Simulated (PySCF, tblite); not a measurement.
# C₉H₉PSi: infrared bands and NMR shifts

Aim: predict the infrared bands and NMR shifts of C₉H₉PSi (`[SiH3]c1cpcc2ccccc12`).

Computed with tblite 0.8.0 and PySCF 2.14.0, with density-fitted response routines of our own, on a single molecule in the gas phase. Atoms are numbered from 0 throughout.

### Step 1. Starting geometry

20 atoms, charge 0, multiplicity 1; geometry from: GFN2-xTB.

Bonds of the start (Å): Si0–C1 1.90, C1–C2 1.37, C2–P3 1.75, P3–C4 1.71, C4–C5 1.41, C5–C6 1.41, C6–C7 1.36, C7–C8 1.40, C8–C9 1.37, C9–C10 1.41, C10–C1 1.42, C10–C5 1.42, Si0–H11 1.47, Si0–H12 1.46, Si0–H13 1.47, C2–H14 1.08, C4–H15 1.08, C6–H16 1.08, C7–H17 1.08, C8–H18 1.08, C9–H19 1.08.

### Step 2. Harmonic vibrations with GFN2-xTB

What the job is given:

```
{"job": {"kind": "ir", "xc": "GFN2-xTB", "basis": "xTB"}, "charge": 0, "multiplicity": 1}
Si    -2.865994    -0.514092    -0.262181
C     -1.307526     0.563627    -0.136761
C     -1.482799     1.920160    -0.182959
P     -0.246708     3.162584    -0.091068
C      1.137991     2.172634     0.062526
C      1.163316     0.768181     0.094612
C      2.412639     0.117178     0.227255
C      2.509223    -1.243564     0.264893
C      1.349155    -2.024433     0.171474
C      0.127455    -1.424061     0.042584
C     -0.016510    -0.022269    -0.001107
H     -3.017379    -1.326397     0.948359
H     -4.016227     0.381866    -0.387896
H     -2.791392    -1.373712    -1.446971
H     -2.491914     2.302328    -0.287650
H      2.092919     2.679577     0.143466
H      3.300627     0.729622     0.298696
H      3.471882    -1.722581     0.366560
H      1.426387    -3.101275     0.201641
H     -0.760292    -2.034696    -0.028507
```

**Question.** This job is followed by: GIAO PBE0/pcSseg-1 NMR shielding, non-relativistic, gas phase. Predict these results of the whole session: strongest single infrared mode (GFN2-xTB); zero-point energy (GFN2-xTB); 13C shifts against TMS (PBE0/pcSseg-1); 1H shifts against TMS (PBE0/pcSseg-1, means over atoms taken as alike); 29Si shifts against TMS (PBE0/pcSseg-1); 31P shifts against H3PO4 (PBE0/pcSseg-1).

The runs gave:

```
                                                              quantity                                                              value
                             strongest single infrared mode (GFN2-xTB)                                              2242 cm⁻¹, 427 km/mol
                                          zero-point energy (GFN2-xTB)                                                      88.5 kcal/mol
                                13C shifts against TMS (PBE0/pcSseg-1)  176.5, 165.1, 143.9, 139.9, 138.1, 136.5, 135.9, 132.9, 132.6 ppm
1H shifts against TMS (PBE0/pcSseg-1, means over atoms taken as alike)                      10.08, 9.36, 8.31, 8.13, 8.00, 8.00, 4.97 ppm
                               29Si shifts against TMS (PBE0/pcSseg-1)                                                          -64.1 ppm
                              31P shifts against H3PO4 (PBE0/pcSseg-1)                                                          212.2 ppm
```

In words: No mode is imaginary among the 54: a minimum at this level. Unscaled tight-binding wavenumbers are off by several per cent, some by more. Its intensities can rank the bands wrongly. At PBE0/pcSseg-1: The largest span, 700 ppm, is at P3, where the paramagnetic term is -861 ppm. NICS(1)zz of -25 ppm above the planar ring from C1 marks a diatropic (aromatic) ring current. NICS(1)zz of -29 ppm above the planar ring from C5 marks a diatropic (aromatic) ring current.
